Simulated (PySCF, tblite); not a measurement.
# phenylmethanimine (C₇H₇N): dynamics, then NMR shifts on frames, part 2 of 2

tblite 0.8.0 and PySCF 2.14.0. Atoms count from 0.

### Step 5. Nuclear shieldings: 625 fs, PBE0/pcSseg-1

Job settings and geometry (Å):

```
{"job": {"kind": "nmr", "xc": "PBE0", "basis": "pcSseg-1", "pop": false}, "charge": 0, "multiplicity": 1}
N      2.262500     0.730900    -0.966700
C      1.335000     1.226500    -0.245200
C     -0.008000     0.607000     0.062700
C     -0.314500    -0.694900    -0.434500
C     -1.487700    -1.360900    -0.101800
C     -2.479900    -0.755000     0.689300
C     -2.046800     0.449700     1.307400
C     -0.879700     1.142400     0.987800
H      2.034400    -0.227900    -1.273500
H      1.573700     2.180000     0.165500
H      0.399800    -1.193400    -1.004800
H     -1.635100    -2.333800    -0.420700
H     -3.356400    -1.231400     0.883800
H     -2.696000     0.842300     2.041200
H     -0.707200     1.955900     1.585700
```

With the program's defaults for keys left out, this is: GIAO PBE0/pcSseg-1 NMR shielding, non-relativistic, gas phase.

Standard output:

```text
coarse grid: 13008 points
cycle   1  E = -325.1452451998  dE =  1.355e+00  |g| = 4.189e-01  |ddm| = 3.859e+00
cycle   2  E = -325.1061963537  dE =  3.905e-02  |g| = 6.145e-01  |ddm| = 1.240e+00
cycle   3  E = -325.1868836761  dE = -8.069e-02  |g| = 1.294e-01  |ddm| = 7.080e-01
cycle   4  E = -325.1907866351  dE = -3.903e-03  |g| = 3.563e-02  |ddm| = 1.637e-01
cycle   5  E = -325.1910697382  dE = -2.831e-04  |g| = 1.239e-02  |ddm| = 5.696e-02
cycle   6  E = -325.1911056240  dE = -3.589e-05  |g| = 4.171e-03  |ddm| = 1.463e-02
cycle   7  E = -325.1911101946  dE = -4.571e-06  |g| = 1.079e-03  |ddm| = 4.857e-03
final grid: 127056 points
cycle   8  E = -325.2372089154  dE = -4.133e-05  |g| = 7.443e-03  |ddm| = 5.073e-02
cycle   9  E = -325.2372088222  dE =  9.322e-08  |g| = 7.663e-03  |ddm| = 1.803e-02
cycle  10  E = -325.2372230364  dE = -1.421e-05  |g| = 1.355e-03  |ddm| = 8.734e-03
cycle  11  E = -325.2372234789  dE = -4.425e-07  |g| = 4.030e-04  |ddm| = 1.679e-03
cycle  12  E = -325.2372235164  dE = -3.755e-08  |g| = 9.403e-05  |ddm| = 4.905e-04
cycle  13  E = -325.2372235184  dE = -1.960e-09  |g| = 3.248e-05  |ddm| = 1.280e-04
cycle  14  E = -325.2372235186  dE = -2.044e-10  |g| = 1.335e-05  |ddm| = 4.370e-05
converged SCF energy = -325.2372235186

GIAO shielding tensors (ppm)
atom      isotropic    diamagn.    paramagn.     s11        s22        s33       span
  0 N      -86.665     326.202    -412.866   -410.147   -114.590    264.743    674.890
  1 C       12.444     246.337    -233.893   -104.468     25.005    116.794    221.263
  2 C       45.620     259.106    -213.486    -49.513     16.280    170.092    219.605
  3 C       58.381     254.154    -195.773    -54.256     35.979    193.420    247.677
  4 C       48.209     252.749    -204.540    -67.942     29.385    183.185    251.127
  5 C       44.860     256.002    -211.142    -83.230     32.749    185.061    268.291
  6 C       44.981     252.645    -207.664    -70.981     25.662    180.263    251.244
  7 C       58.419     249.065    -190.646    -43.307     36.805    181.760    225.068
  8 H       19.726      35.817     -16.092     11.107     20.993     27.077     15.970
  9 H       23.256      29.511      -6.255     20.691     22.310     26.767      6.076
 10 H       24.113      35.854     -11.741     20.118     23.319     28.900      8.781
 11 H       24.364      32.386      -8.022     21.367     23.550     28.175      6.808
 12 H       24.125      32.730      -8.605     21.392     22.964     28.020      6.628
 13 H       24.278      29.752      -5.474     21.114     23.721     27.999      6.885
 14 H       24.742      33.396      -8.653     21.690     24.080     28.458      6.768
```

Run time: 35 s. Hardware: 1 thread of Arm Neoverse N1, shared host; peak memory 0.78 GiB.

This run: δ C1 174.5, C5 142.1, C6 141.9, C2 141.3, H8 11.99, H9 8.46 ppm.

### Step 6. Shielding tensors: 800 fs, PBE0/pcSseg-1

Job settings and geometry (Å):

```
{"job": {"kind": "nmr", "xc": "PBE0", "basis": "pcSseg-1", "pop": false}, "charge": 0, "multiplicity": 1}
N      2.485200     0.304300     0.107600
C      1.441200     0.674100     0.740200
C      0.072700     0.293100     0.469800
C     -0.176800    -0.559300    -0.661200
C     -1.401900    -1.116900    -0.883800
C     -2.399600    -0.729900    -0.002800
C     -2.242000     0.149000     1.076800
C     -0.951100     0.652000     1.356700
H      2.231500    -0.307600    -0.660100
H      1.656300     1.472700     1.508700
H      0.580200    -0.751000    -1.361700
H     -1.562000    -1.859700    -1.664400
H     -3.326200    -1.099700    -0.151800
H     -3.007200     0.340700     1.748600
H     -0.862100     1.306000     2.185100
```

Level: GIAO PBE0/pcSseg-1 NMR shielding, non-relativistic, gas phase.

Standard output:

```text
coarse grid: 13008 points
cycle   1  E = -325.1464711501  dE =  1.401e+00  |g| = 4.304e-01  |ddm| = 3.859e+00
cycle   2  E = -325.1016536830  dE =  4.482e-02  |g| = 6.413e-01  |ddm| = 1.390e+00
cycle   3  E = -325.1907807414  dE = -8.913e-02  |g| = 1.330e-01  |ddm| = 8.403e-01
cycle   4  E = -325.1949957094  dE = -4.215e-03  |g| = 3.429e-02  |ddm| = 1.727e-01
cycle   5  E = -325.1952729946  dE = -2.773e-04  |g| = 9.142e-03  |ddm| = 5.680e-02
cycle   6  E = -325.1952894798  dE = -1.649e-05  |g| = 4.066e-03  |ddm| = 1.151e-02
cycle   7  E = -325.1952938234  dE = -4.344e-06  |g| = 1.003e-03  |ddm| = 4.577e-03
final grid: 127056 points
cycle   8  E = -325.2405073493  dE = -3.459e-05  |g| = 7.226e-03  |ddm| = 5.100e-02
cycle   9  E = -325.2405062284  dE =  1.121e-06  |g| = 7.689e-03  |ddm| = 1.844e-02
cycle  10  E = -325.2405207356  dE = -1.451e-05  |g| = 1.339e-03  |ddm| = 8.989e-03
cycle  11  E = -325.2405211970  dE = -4.614e-07  |g| = 3.511e-04  |ddm| = 1.631e-03
cycle  12  E = -325.2405212260  dE = -2.901e-08  |g| = 1.069e-04  |ddm| = 4.712e-04
cycle  13  E = -325.2405212283  dE = -2.317e-09  |g| = 4.195e-05  |ddm| = 1.412e-04
cycle  14  E = -325.2405212287  dE = -3.499e-10  |g| = 1.442e-05  |ddm| = 5.042e-05
converged SCF energy = -325.2405212287

GIAO shielding tensors (ppm)
atom      isotropic    diamagn.    paramagn.     s11        s22        s33       span
  0 N      -82.325     326.802    -409.127   -399.810   -110.548    263.382    663.192
  1 C       10.321     246.770    -236.450   -106.778     26.472    111.268    218.046
  2 C       46.871     260.668    -213.798    -41.574     15.357    166.830    208.405
  3 C       55.376     254.787    -199.411    -57.228     32.732    190.625    247.853
  4 C       52.674     253.902    -201.227    -65.630     44.150    179.502    245.132
  5 C       51.463     250.677    -199.214    -58.252     25.508    187.134    245.387
  6 C       47.005     254.665    -207.660    -75.340     36.127    180.227    255.567
  7 C       46.595     250.194    -203.599    -61.103     25.560    175.329    236.432
  8 H       20.090      36.944     -16.854     11.221     20.801     28.246     17.025
  9 H       22.511      27.938      -5.427     19.292     22.642     25.598      6.306
 10 H       23.891      35.525     -11.635     19.804     23.001     28.867      9.063
 11 H       23.450      30.475      -7.025     20.470     23.388     26.493      6.023
 12 H       25.303      31.012      -5.709     22.356     24.391     29.161      6.805
 13 H       24.189      31.183      -6.995     21.948     22.660     27.958      6.009
 14 H       23.935      32.524      -8.589     21.633     22.696     27.476      5.843
```

It took 35 s on 1 thread of Arm Neoverse N1, shared host; peak memory 0.78 GiB.

In short: δ C1 176.6, C7 140.3, C2 140.1, C6 139.9, H8 11.63, H9 9.21 ppm.

### Step 7. Shielding tensors: 1000 fs, PBE0/pcSseg-1

Job settings and geometry (Å):

```
{"job": {"kind": "nmr", "xc": "PBE0", "basis": "pcSseg-1", "pop": false}, "charge": 0, "multiplicity": 1}
N      2.540100     1.104400     0.748400
C      1.700300     0.211900     1.165800
C      0.440600    -0.176300     0.542600
C      0.334500    -0.204800    -0.832100
C     -0.983600    -0.370500    -1.393300
C     -2.134000    -0.337400    -0.543000
C     -2.015800    -0.325700     0.842100
C     -0.711600    -0.365500     1.355200
H      2.337700     1.394400    -0.134200
H      1.762500    -0.205100     2.229600
H      1.179500    -0.299600    -1.471200
H     -0.983900    -0.449000    -2.472500
H     -3.247900    -0.397800    -0.878200
H     -2.934200    -0.088500     1.428100
H     -0.533500    -0.360300     2.455900
```

Method: GIAO PBE0/pcSseg-1 NMR shielding, non-relativistic, gas phase.

Standard output:

```text
coarse grid: 13008 points
cycle   1  E = -325.1329487633  dE =  1.173e+00  |g| = 4.259e-01  |ddm| = 3.762e+00
cycle   2  E = -325.0738855056  dE =  5.906e-02  |g| = 6.835e-01  |ddm| = 1.277e+00
cycle   3  E = -325.1768423030  dE = -1.030e-01  |g| = 1.241e-01  |ddm| = 7.750e-01
cycle   4  E = -325.1804844282  dE = -3.642e-03  |g| = 3.913e-02  |ddm| = 1.620e-01
cycle   5  E = -325.1808248373  dE = -3.404e-04  |g| = 1.435e-02  |ddm| = 5.723e-02
cycle   6  E = -325.1808749047  dE = -5.007e-05  |g| = 4.513e-03  |ddm| = 1.638e-02
cycle   7  E = -325.1808803903  dE = -5.486e-06  |g| = 1.032e-03  |ddm| = 5.213e-03
final grid: 127056 points
cycle   8  E = -325.2273768842  dE = -3.622e-05  |g| = 6.946e-03  |ddm| = 4.416e-02
cycle   9  E = -325.2273755114  dE =  1.373e-06  |g| = 7.435e-03  |ddm| = 1.608e-02
cycle  10  E = -325.2273896429  dE = -1.413e-05  |g| = 1.117e-03  |ddm| = 8.530e-03
cycle  11  E = -325.2273899354  dE = -2.925e-07  |g| = 4.232e-04  |ddm| = 1.388e-03
cycle  12  E = -325.2273899793  dE = -4.383e-08  |g| = 1.043e-04  |ddm| = 5.143e-04
cycle  13  E = -325.2273899814  dE = -2.166e-09  |g| = 4.270e-05  |ddm| = 1.490e-04
cycle  14  E = -325.2273899818  dE = -3.929e-10  |g| = 1.551e-05  |ddm| = 5.227e-05
converged SCF energy = -325.2273899818

GIAO shielding tensors (ppm)
atom      isotropic    diamagn.    paramagn.     s11        s22        s33       span
  0 N     -106.835     325.198    -432.033   -470.722   -105.473    255.689    726.410
  1 C        1.005     250.236    -249.231   -114.415      8.160    109.270    223.685
  2 C       38.536     264.501    -225.965    -55.285      5.351    165.543    220.829
  3 C       48.550     253.763    -205.213    -70.809     39.780    176.678    247.488
  4 C       41.909     253.389    -211.480    -70.321     22.263    173.786    244.107
  5 C       41.049     254.082    -213.033    -67.930     25.973    165.103    233.033
  6 C       45.494     257.713    -212.220    -69.954     37.794    168.641    238.595
  7 C       50.018     252.618    -202.600    -44.874     23.778    171.150    216.024
  8 H       20.942      39.830     -18.888      6.484     24.781     31.560     25.075
  9 H       22.210      27.534      -5.324     18.524     22.018     26.088      7.564
 10 H       23.653      34.008     -10.355     21.384     21.987     27.588      6.205
 11 H       23.521      30.650      -7.129     20.679     22.691     27.192      6.513
 12 H       22.646      27.023      -4.377     18.863     23.450     25.624      6.761
 13 H       23.058      29.225      -6.167     19.937     23.413     25.824      5.887
 14 H       23.898      31.292      -7.394     20.548     24.131     27.015      6.467
```

Run time: 35 s. Hardware: 1 thread of Arm Neoverse N1, shared host; peak memory 0.79 GiB.

Key values: δ C1 185.9, C2 148.4, C5 145.9, C4 145.0, H8 10.78, H9 9.51 ppm.

### Step 8. Side by side: NMR shifts

Shifts (ppm) of some atoms, chosen among heavy atoms and hydrogens apart, with basis size and wall time:

| frame | C1 | C7 | C5 | C6 | H12 | H13 | N0 | functions | time |
| --- | --- | --- | --- | --- | --- | --- | --- | --- | --- |
| 250 fs | 167.6 | 135.2 | 133.0 | 128.9 | 7.50 | 7.27 | 337.5 | 171 | 35 s |
| 425 fs | 179.5 | 137.5 | 145.0 | 134.6 | 8.60 | 7.59 | 356.2 | 171 | 35 s |
| 625 fs | 174.5 | 128.5 | 142.1 | 141.9 | 7.59 | 7.44 | 354.4 | 171 | 35 s |
| 800 fs | 176.6 | 140.3 | 135.5 | 139.9 | 6.41 | 7.53 | 350.1 | 171 | 35 s |
| 1000 fs | 185.9 | 136.9 | 145.9 | 141.4 | 9.07 | 8.66 | 374.6 | 171 | 35 s |

### Step 9. Summary of results

This closing draws on all 2 parts.

```
                                      quantity                                                value
                                    thermostat                                                400 K
                 mean temperature, second half                                                438 K
       mean potential energy above the minimum                                              0.72 eV
13C shifts against TMS (PBE0/pcSseg-1, 250 fs)  167.6, 141.7, 141.3, 135.5, 135.2, 133.0, 128.9 ppm
 1H shifts against TMS (PBE0/pcSseg-1, 250 fs)        11.92, 8.54, 8.50, 8.46, 7.88, 7.50, 7.27 ppm
15N shifts against NH3 (PBE0/pcSseg-1, 250 fs)                                            337.5 ppm
                      range of the shift of N0                                   337.5 to 374.6 ppm
```

What this shows: In the second half the potential energy averages 0.72 eV above the minimum; equipartition over 39 harmonic modes at 400 K would give 0.67 eV. With 15 atoms the temperature swings widely (218 to 584 K). Shifts at one fixed geometry are not the observed spectrum, which averages over the motion. In the first frame run (250 fs): Shielding is most anisotropic at N0 (span 651 ppm, paramagnetic term -394 ppm). NICS(1)zz of -27 ppm above the planar ring from C2 marks a diatropic (aromatic) ring current. Across the 5 runs the shift of N0 moves most, between 337.5 (250 fs) and 374.6 ppm (1000 fs).
